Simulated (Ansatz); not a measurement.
# H14SO6: the cost of one run

Program: Ansatz 0.2.0. Level of theory: DFT LDA, plane waves, PAW, scalar-relativistic, no spin polarisation. These are calculated values, not measurements.

## Step 1: The structure to begin with

The cell holds 21 atoms (H14O6S): a = 6.214 Å, b = 6.214 Å, c = 6.214 Å, α = 90.00°, β = 90.00°, γ = 90.00°.

The coordinates stand in the first input below.

## Step 2: Preparing the start

Input file input.yaml:

```yaml
accuracy: low
crystal:
  lattice:
    - [6.214465, 0.0, 0.0]
    - [0.0, 6.214465, 0.0]
    - [0.0, 0.0, 6.214465]
  atoms:
    - { symbol: O, position: [0.4490112, 0.7290039, 0.3413587] }
    - { symbol: H, position: [0.4994008, 0.8551775, 0.2649887] }
    - { symbol: H, position: [0.502452, 0.6097108, 0.2564793] }
    - { symbol: O, position: [0.3670766, 0.4400997, 0.9594969] }
    - { symbol: H, position: [0.4732934, 0.5069691, 0.867097] }
    - { symbol: H, position: [0.312559, 0.5579418, 1.0457079] }
    - { symbol: O, position: [0.4090001, 0.9413757, 0.8065737] }
    - { symbol: H, position: [0.537237, 0.939934, 0.8951428] }
    - { symbol: H, position: [0.4454059, 1.0370782, 0.6890708] }
    - { symbol: O, position: [0.0945848, 0.4557691, 0.3668713] }
    - { symbol: H, position: [0.1669636, 0.5547217, 0.2706375] }
    - { symbol: H, position: [0.0075527, 0.3678483, 0.2720736] }
    - { symbol: O, position: [0.7963719, 0.0600469, 0.5831534] }
    - { symbol: H, position: [0.8761304, 0.186534, 0.5392121] }
    - { symbol: H, position: [0.7484894, -0.0028783, 0.4488443] }
    - { symbol: O, position: [0.8171432, 0.7164211, 0.2227474] }
    - { symbol: H, position: [0.8152636, 0.8406453, 0.1286406] }
    - { symbol: H, position: [0.8160105, 0.5950405, 0.1249889] }
    - { symbol: S, position: [0.8526466, 0.6271445, 0.6681594] }
    - { symbol: H, position: [0.820638, 0.6629361, 0.8782825] }
    - { symbol: H, position: [1.0668835, 0.617221, 0.6896395] }
basis:
  ecutwfc: 420.0
kpoints:
  mp_grid: { grid: [1, 1, 1] }
hamiltonian:
  xc: lda
scf:
  occupations: { method: fermi_dirac, width: 0.02 }
  lower_state_search: "off"
relax:
  f_tol: 0.3
  max_steps: 15
  adjacent_minimum: "off"
output:
  write_density: true
  write_potential: true
  elf: true
  volumetric_format: npy
```

On the command line:

```console
ansatz run input.yaml --threads 1 --pin off --max-ram 3072MiB --backend cpu --events-out ev --progress --plain --runs-dir out
```

**Question.** How long does this run take on 1 thread of Arm Neoverse V1, shared host, and how much memory does it need?

About 19 s, with a peak of 0.32 GiB.
